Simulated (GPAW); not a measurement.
# HfB: equation of state with PBEsol

The system is HfB.

```
Hf B
1.0
     0.00000    2.31000    2.31000
     2.31000    0.00000    2.31000
     2.31000    2.31000    0.00000
Hf B
1 1
Direct
  0.50000 0.50000 0.50000
  0.00000 0.00000 0.00000
```

| Property | Result |
| --- | --- |
| Program | GPAW 26.7.0 |
| Task | equation of state |
| Functional | PBEsol |
| Potentials or basis | PAW data sets generated in the run's folder for this functional |
| Cutoff | 800 eV |
| Basis | pw |
| k mesh | 10 × 10 × 10 |
| Occupations | fermi-dirac, width 0.05 eV |
| Spin | no spin polarisation |

| Quantity | Value |
| --- | --- |
| Equilibrium volume | 13.82 Å³/atom (rough: see the caveat) |
| Bulk modulus | 181 GPa (rough) |

Energy against volume, from the lowest point:
```
volume (Å³/atom)  energy (meV/atom)
          11.587             244.49
          11.833             181.12
          12.080             127.89
          12.326              83.93
          12.573              48.44
          12.819              20.68
          13.066               0.00
```

Run time: 2.2 min on 1 thread of Arm Neoverse V2, with other jobs on the host, peak memory 0.26 GiB.

Caveat: the minimum lies outside the volumes run. The run has no spin-orbit coupling, so splittings on Hf are missing.
